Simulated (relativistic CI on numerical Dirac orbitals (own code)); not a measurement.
# Ag XI (Ag¹⁰⁺): levels and lines

The task is the spectrum of Ag¹⁰⁺: levels, purity of their labels, lifetimes and lines; runs with one setting changed show what the result hangs on.

Program: relativistic CI on numerical Dirac orbitals (own code) version 4. Level of theory: Dirac-Coulomb-Breit CI, KLI orbitals optimised for each configuration, model QED (radiative potential, 1s self-energy scaled to tabulated hydrogen-like ionisation energies). These are calculated values, not measurements, unless marked.

### Step 1. The system

```
ion                       : Ag¹⁰⁺ (Ag XI)
nuclear charge            : 47
electrons                 : 37
isotope                   : A = 107
first configuration typed : [Kr] 4d
```

Outer shells as boxes (Hund's rule):

first configuration typed
```
[Kr] core
4d [↑ ][  ][  ][  ][  ]
```

### Step 2. CI with the chosen configurations

Settings, as recorded:

```ini
atom Ag  Z=47  charge=10  electrons=37
nucleus A=107  rms_radius_fm=4.5454
hamiltonian dirac-coulomb  breit=on  qed=on  c_scale=1
orbitals kli  potential=per-configuration
slater_scale 1
correlation none
mixing on
configurations
  [Kr] 4d
  [Ar] 3d10 4s2 4p5 4d2
  [Kr] 4f
  [Kr] 5s
  [Ar] 3d10 4s 4p6 4d2
  [Kr] 5p
  [Ar] 3d10 4s2 4p5 4d 4f
  [Kr] 5d
  [Ar] 3d10 4s 4p6 4d 4f
  [Kr] 6s
  [Ar] 3d10 4s2 4p5 4d 5s
  [Kr] 5f
  [Kr] 6p
  [Kr] 5g
  [Kr] 6d
  [Ar] 3d10 4s2 4p5 4d 5p
  [Kr] 7s
  [Kr] 6f
  [Kr] 7p
  [Ar] 3d10 4s2 4p5 4d 5d
  [Kr] 8s
  [Ar] 3d10 4p6 4d3
  [Ar] 3d10 4p5 4d4
  [Ar] 3d10 4p5 4d3 4f
  [Ar] 3d10 4p6 4d 4f2
  [Ar] 3d10 4p5 4d2 4f2
  [Ar] 3d10 4p6 4f3
  [Ar] 3d10 4p6 4f2 5s
  [Ar] 3d10 4p6 4f2 5p
  [Ar] 3d10 4p5 4d 4f3
  [Ar] 3d10 4s 4p6 5s2
  [Ar] 3d10 4s 4p5 4f 5s2
end
```

Started as:

```bash
python run_levels.py task.json out
```

task.json lists these runs, among others, and the program works through them in turn.

### Step 3. Correlation estimate p86

Changes to the settings of step 2:

```diff
@@ -5,3 +5,3 @@
 slater_scale 1
-correlation none
+correlation p86
 mixing on
```

### Step 4. One common potential

Changes to the settings of step 3:

```diff
@@ -3,5 +3,5 @@
 hamiltonian dirac-coulomb  breit=on  qed=on  c_scale=1
-orbitals kli  potential=per-configuration
+orbitals kli  potential=mean
 slater_scale 1
-correlation p86
+correlation none
 mixing on
```

### Step 5. The first 3 configurations alone

Settings, as recorded:

```ini
atom Ag  Z=47  charge=10  electrons=37
nucleus A=107  rms_radius_fm=4.5454
hamiltonian dirac-coulomb  breit=on  qed=on  c_scale=1
orbitals kli  potential=per-configuration
slater_scale 1
correlation none
mixing on
configurations
  [Kr] 4d
  [Ar] 3d10 4s2 4p5 4d2
  [Kr] 4f
end
```

(Steps that only read results are left out.)

What does the calculation give? Wanted: lowest level; first excitation; lowest level of the other parity; fastest E1 line; ionisation energy.

The runs gave:

| run | time | mean size of shift, levels followed (cm⁻¹) | lowest level | ionisation energy (eV) |
| --- | --- | --- | --- | --- |
| main run | 13 s | 0 | 4d 2D3/2 | 187.98 |
| correlation estimate p86 | 13 s | 1529 | 4d 2D3/2 | 189.49 |
| one common potential | 11 s | 259 | 4d 2D3/2 | - |
| the first 3 configurations alone | 0.17 s | 7312 | 4d 2D3/2 | - |

The tabulated theoretical ionisation energy (NIST) is 188 eV.

```
                                                                         quantity                               value
                                                                     lowest level                            4d 2D3/2
                                                                 first excitation               4d 2D5/2, 7880.8 cm⁻¹
                                                 lowest level of the other parity         4p5 4d2 4D°1/2, 435861 cm⁻¹
                                                              levels in the model                                6913
fastest E1 line (by rate) to the lowest level among the lowest 400 of 6913 levels  15.60 nm, from 4p5 4d2 2F°5/2 (iv)
                                                                ionisation energy                           187.98 eV
                                  ionisation energy, tabulated theoretical (NIST)                              188 eV
```

**Reading.** 4d 2D3/2 comes out lowest; its LS label holds 99 % and its jj label 99 %; over the low levels the means are 76 and 71 %, so they are in intermediate coupling. The ionisation energy agrees with the tabulated theoretical value within its uncertainty of 2.4 eV. The largest mover is «the first 3 configurations alone» (7312 cm⁻¹ on average). Lifetimes count radiative decay inside the model alone.
